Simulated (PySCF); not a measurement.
# C7H8P+: magnetic properties

Aim: compute the magnetic properties of C7H8P+ (`C1=C[PH+]2C=CC1C=C2`).

Programs: PySCF 2.14.0, with routines of our own; each step states its level. All values are computed. Atoms count from 0.

## Step 1: The system as given

16 atoms, charge 1, multiplicity 1; geometry from: GFN2-xTB.

## Step 2: Magnetic properties: GIAO PBE/pcSseg-1

The job: settings as JSON, then the geometry in Å.

```
{"job": {"kind": "mag", "xc": "PBE", "basis": "pcSseg-1", "isotopologues": 2}, "charge": 1, "multiplicity": 1}
C     -0.579091    -0.436047    -1.390423
C     -0.516672     0.891542    -1.372876
P      0.140816     1.450831     0.200310
C     -0.926830     0.556384     1.331429
C     -0.943193    -0.733798     1.012220
C     -0.118182    -1.209378    -0.169154
C      1.326171    -0.828164     0.097880
C      1.626790     0.450324     0.302634
H     -0.941007    -1.003062    -2.232018
H     -0.810425     1.558343    -2.164988
H      0.273362     2.806186     0.387496
H     -1.461373     1.025171     2.139378
H     -1.514433    -1.471718     1.550675
H     -0.223205    -2.282057    -0.317786
H      2.056235    -1.620605     0.109866
H      2.603439     0.854990     0.503946
```

With the program's defaults for keys left out, this is: GIAO PBE/pcSseg-1 magnetisability, rotational g tensor and spin-rotation constants, non-relativistic, gas phase.

On the command line:

```bash
> OMP_NUM_THREADS=1 python excited_run.py task.json out
```

The driver reads the jobs from task.json and runs them one after another.

The program printed:

```text
coarse grid: 14192 points
cycle   1  E = -611.8702565135  dE =  1.467e+00  |g| = 5.648e-01  |ddm| = 3.913e+00
cycle   2  E = -611.7465294173  dE =  1.237e-01  |g| = 8.717e-01  |ddm| = 1.471e+00
cycle   3  E = -611.9420308083  dE = -1.955e-01  |g| = 1.925e-01  |ddm| = 1.079e+00
cycle   4  E = -611.9497321100  dE = -7.701e-03  |g| = 1.035e-01  |ddm| = 2.432e-01
cycle   5  E = -611.9525828245  dE = -2.851e-03  |g| = 1.264e-02  |ddm| = 9.340e-02
cycle   6  E = -611.9526165066  dE = -3.368e-05  |g| = 4.665e-03  |ddm| = 1.914e-02
cycle   7  E = -611.9526222949  dE = -5.788e-06  |g| = 6.569e-04  |ddm| = 6.240e-03
final grid: 133360 points
cycle   8  E = -612.0213070694  dE = -4.101e-05  |g| = 1.286e-02  |ddm| = 6.274e-02
cycle   9  E = -612.0212337311  dE =  7.334e-05  |g| = 2.080e-02  |ddm| = 3.302e-02
cycle  10  E = -612.0213391349  dE = -1.054e-04  |g| = 6.437e-03  |ddm| = 2.424e-02
cycle  11  E = -612.0213507089  dE = -1.157e-05  |g| = 1.128e-03  |ddm| = 6.133e-03
cycle  12  E = -612.0213510421  dE = -3.332e-07  |g| = 9.972e-05  |ddm| = 1.232e-03
cycle  13  E = -612.0213510431  dE = -9.127e-10  |g| = 8.056e-05  |ddm| = 1.597e-04
cycle  14  E = -612.0213510447  dE = -1.596e-09  |g| = 2.173e-05  |ddm| = 8.016e-05
cycle  15  E = -612.0213510448  dE = -1.144e-10  |g| = 5.858e-06  |ddm| = 2.341e-05
converged SCF energy = -612.0213510448

Magnetisability tensor (1e-30 J/T^2)
    -1334.05       59.85        8.87
       59.85     -720.39       86.26
        8.87       86.26    -1327.65
isotropic -1127.36   principal values   -1340.29  -1339.22   -702.58
isotropic susceptibility -67.891 1e-6 cm^3/mol

Inertial axes            a          b          c
rot. const./GHz      2.5597     2.1838     2.1829
chi total           -42.310    -80.682    -80.682
chi diamagnetic    -571.192   -644.190   -644.190
chi paramagnetic    528.882    563.508    563.508
quadrupole/D A       11.606     -5.803     -5.803
g nuclear            0.5899     0.5887     0.5885
g electronic        -0.6360    -0.5781    -0.5779
g total             -0.0461     0.0106     0.0106

Spin-rotation constants (kHz, H = +C I.J)
atom  isotope        aa         bb         cc
  2    31P        4.162      3.036      3.035
  8     1H       -0.057     -0.115     -0.115
  9     1H       -0.195     -0.083     -0.083
 10     1H        0.179     -0.269     -0.269
 11     1H       -0.194     -0.084     -0.083
 12     1H       -0.058     -0.115     -0.115
 13     1H        0.190     -0.258     -0.258
 14     1H       -0.057     -0.115     -0.115
 15     1H       -0.195     -0.083     -0.083
  0    13C*       1.126      1.195      0.237
  1    13C*       0.800      1.070      0.262
  5    13C*       0.717      0.376      0.376
* in the singly substituted isotopologue

Isotopologues: g along a, b, c
2H    at 8,9,10,11,12,1    -0.0392     0.0090     0.0090
13C   at 0                 -0.0455     0.0104     0.0105
```

Run time: 73 s. Hardware: 1 thread of Arm Neoverse N1, shared host; peak memory 0.65 GiB.

In short:

```
              quantity                    value
       magnetisability         -1127·10⁻³⁰ J/T²
  molar susceptibility       -67.9·10⁻⁶ cm³/mol
rotational g (a, b, c)  -0.0461, 0.0106, 0.0106
```

## Step 3: Magnetic properties: GIAO wB97X-D/6-31G

Settings changed since step 2:

```diff
@@ -1,2 +1,2 @@
-{"job": {"kind": "mag", "xc": "PBE", "basis": "pcSseg-1", "isotopologues": 2}, "charge": 1, "multiplicity": 1}
+{"job": {"kind": "mag", "xc": "wB97X-D", "basis": "6-31G"}, "charge": 1, "multiplicity": 1}
 C     -0.579091    -0.436047    -1.390423
```

Method: GIAO wB97X-D/6-31G magnetisability, rotational g tensor and spin-rotation constants, non-relativistic, gas phase.

The program printed:

```text
coarse grid: 14192 points
cycle   1  E = -612.3750662623  dE =  2.339e+00  |g| = 3.435e-01  |ddm| = 3.981e+00
cycle   2  E = -612.4122664022  dE = -3.720e-02  |g| = 1.688e-01  |ddm| = 9.423e-01
cycle   3  E = -612.4210774286  dE = -8.811e-03  |g| = 3.976e-02  |ddm| = 3.341e-01
cycle   4  E = -612.4214545481  dE = -3.771e-04  |g| = 2.526e-02  |ddm| = 7.955e-02
cycle   5  E = -612.4216190631  dE = -1.645e-04  |g| = 5.049e-03  |ddm| = 2.841e-02
cycle   6  E = -612.4216276933  dE = -8.630e-06  |g| = 1.471e-03  |ddm| = 8.562e-03
final grid: 133360 points
cycle   7  E = -612.3455636609  dE = -1.208e-04  |g| = 4.584e-03  |ddm| = 4.847e-02
cycle   8  E = -612.3455679848  dE = -4.324e-06  |g| = 3.294e-03  |ddm| = 1.041e-02
cycle   9  E = -612.3455707019  dE = -2.717e-06  |g| = 9.521e-04  |ddm| = 4.294e-03
cycle  10  E = -612.3455709100  dE = -2.080e-07  |g| = 4.453e-04  |ddm| = 1.391e-03
cycle  11  E = -612.3455709668  dE = -5.683e-08  |g| = 5.919e-05  |ddm| = 6.127e-04
cycle  12  E = -612.3455709680  dE = -1.144e-09  |g| = 2.029e-05  |ddm| = 1.005e-04
cycle  13  E = -612.3455709682  dE = -2.631e-10  |g| = 9.186e-06  |ddm| = 5.607e-05
converged SCF energy = -612.3455709682

Magnetisability tensor (1e-30 J/T^2)
    -1433.17       58.89        8.71
       58.89     -829.80       84.80
        8.71       84.80    -1426.91
isotropic -1229.96   principal values   -1439.30  -1438.28   -812.29
isotropic susceptibility -74.070 1e-6 cm^3/mol

Inertial axes            a          b          c
rot. const./GHz      2.5597     2.1838     2.1829
chi total           -48.917    -86.646    -86.646
chi diamagnetic    -570.388   -642.894   -642.894
chi paramagnetic    521.471    556.248    556.248
quadrupole/D A       12.163     -6.082     -6.082
g nuclear            0.5899     0.5887     0.5885
g electronic        -0.6271    -0.5707    -0.5704
g total             -0.0372     0.0180     0.0180

Spin-rotation constants (kHz, H = +C I.J)
atom  isotope        aa         bb         cc
  2    31P        3.414      2.354      2.353
  8     1H       -0.070     -0.130     -0.130
  9     1H       -0.204     -0.097     -0.097
 10     1H        0.117     -0.307     -0.307
 11     1H       -0.203     -0.098     -0.098
 12     1H       -0.071     -0.130     -0.130
 13     1H        0.144     -0.268     -0.268
 14     1H       -0.070     -0.130     -0.130
 15     1H       -0.204     -0.097     -0.097
  0    13C*       0.961      1.076      0.172
  1    13C*       0.690      0.978      0.201
  5    13C*       0.581      0.292      0.292
* in the singly substituted isotopologue
```

It took 33 s on 1 thread of Arm Neoverse N1, shared host; peak memory 0.57 GiB.

In short:

```
              quantity                    value
       magnetisability         -1230·10⁻³⁰ J/T²
  molar susceptibility       -74.1·10⁻⁶ cm³/mol
rotational g (a, b, c)  -0.0372, 0.0180, 0.0180
```

## Step 4: The levels compared

```
             level  ξ (10⁻³⁰ J/T²)     g(a)    g(b)  gap (eV)  functions  time
 GIAO PBE/pcSseg-1           -1127  -0.0461  0.0106      3.85        183  73 s
GIAO wB97X-D/6-31G           -1230  -0.0372  0.0180      9.96         92  33 s
```

## Step 5: What came out

```
                                          quantity                      value
       magnetisability (step 2, GIAO PBE/pcSseg-1)           -1127·10⁻³⁰ J/T²
  molar susceptibility (step 2, GIAO PBE/pcSseg-1)         -67.9·10⁻⁶ cm³/mol
rotational g (a, b, c) (step 2, GIAO PBE/pcSseg-1)    -0.0461, 0.0106, 0.0106
                   magnetisability over the levels  -1230 to -1127·10⁻³⁰ J/T²
```

**Reading.** For an ion, the motion of the centre of mass in the field is left out. The magnetisability spreads by 8.7 % over 2 levels, from GIAO wB97X-D/6-31G (33 s) to GIAO PBE/pcSseg-1 (73 s); the runs took 33 s to 73 s. Two levels can agree by chance, so this spread shows no convergence. Vibrational averaging and real surroundings are missing from these values.
